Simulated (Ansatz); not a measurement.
# CH₅GeO₂ radical: up Jacob's ladder to CCSD(T)

An exercise on one series of results from a longer session: the logs are not shown, and one member is left open.

Computed with Ansatz 0.2.0, Gaussian basis. Level: functionals in def2-TZVPP, the program's frozen cores in correlated methods.

The runs, in order: PBE-D4, r2SCAN-D4, PBE0-D4, B3LYP-D4, ωB97X-V, ωB97M-V, B2PLYP; CCSD(T)/def2-TZVPP; MP2/def2-QZVPP; extrapolation to the limit.

## Structure used throughout

An earlier PBE0-D4 in a triple-zeta def2 set relaxation fixed the geometry.

SMILES `C[O][GeH][OH]`, 9 atoms, charge 0, spin multiplicity 2.

Atoms are counted from 1 here; the program's logs count them from 0.

Bond lengths: C1–O2 1.408 Å, C1–H5 1.098 Å, C1–H6 1.096 Å, C1–H7 1.092 Å, O2–Ge3 1.786 Å, Ge3–O4 1.774 Å, Ge3–H8 1.568 Å, O4–H9 0.962 Å. Angles: O2–C1–H5 112.3°, O2–C1–H6 111.9°, O2–C1–H7 107.9°, H5–C1–H6 108.4°, H5–C1–H7 108.0°, H6–C1–H7 108.1°, C1–O2–Ge3 120.7°, O2–Ge3–O4 103.1°, O2–Ge3–H8 109.6°, O4–Ge3–H8 105.8°, Ge3–O4–H9 111.7°.

The first run:

in.yaml reads:

```yaml
crystal:
  periodic: [false, false, false]
  atoms:
    - {symbol: C, position_ang: [-1.357730, 0.689695, 0.011235]}
    - {symbol: O, position_ang: [-0.388511, -0.273455, -0.328020]}
    - {symbol: Ge, position_ang: [1.128216, -0.408488, 0.604664]}
    - {symbol: O, position_ang: [2.082424, -1.566779, -0.342162]}
    - {symbol: H, position_ang: [-0.925690, 1.691692, 0.131109]}
    - {symbol: H, position_ang: [-1.888642, 0.428476, 0.933928]}
    - {symbol: H, position_ang: [-2.087418, 0.731629, -0.800704]}
    - {symbol: H, position_ang: [1.910831, 0.948177, 0.533888]}
    - {symbol: H, position_ang: [1.526521, -2.240956, -0.743939]}
basis:
  gaussian: {orbitals: def2-TZVPP}
magnetization: {spin_polarized: true, initial_magnetization: 1}
hamiltonian: {xc: pbe, dispersion: d4}
output: {forces: true, orbitals: {seedname: orbitals}}
```

Started as:

```sh
ansatz run in.yaml --threads 2 --pin off --events-out ev --progress --plain --max-ram 32768MiB --backend cpu
```

Among the steps run: PBE-D4 (GGA); r2SCAN-D4 (meta-GGA); PBE0-D4 (hybrid); B3LYP-D4 (hybrid); ωB97X-V (range-separated); ωB97M-V (range-separated); B2PLYP (double hybrid); CCSD(T) in def2-TZVPP; MP2 in def2-QZVPP.

One of the session's tables, all rows but one given; the rest of the session is left out.

| method | atomisation energy (kcal/mol) |
| --- | --- |
| PBE-D4 | 755.2 |
| r2SCAN-D4 | 744.0 |
| PBE0-D4 | 734.8 |
| B3LYP-D4 | 737.7 |
| ωB97X-V | 741.4 |
| ωB97M-V | 738.8 |
| B2PLYP | 731.8 |
| HF/def2-TZVPP | 511.8 |
| MP2/def2-TZVPP | 736.5 |
| CCSD/def2-TZVPP | 710.0 |
| CCSD(T)/def2-TZVPP | 722.5 |
| MP2/CBS | 755.0 |
| CCSD(T)/CBS | ? |

Q: Estimate the row for CCSD(T)/CBS from the others.

The run gave: atomisation energy (kcal/mol): 740.9. In the column «atomisation energy (kcal/mol)» it lies between ωB97M-V (738.8) and ωB97X-V (741.4).

To keep in mind: Free atoms (1 C, 2 O, 1 Ge, 5 H) were run apart at each level; the atomisation energy is their sum less the molecule, without zero-point or spin-orbit terms.
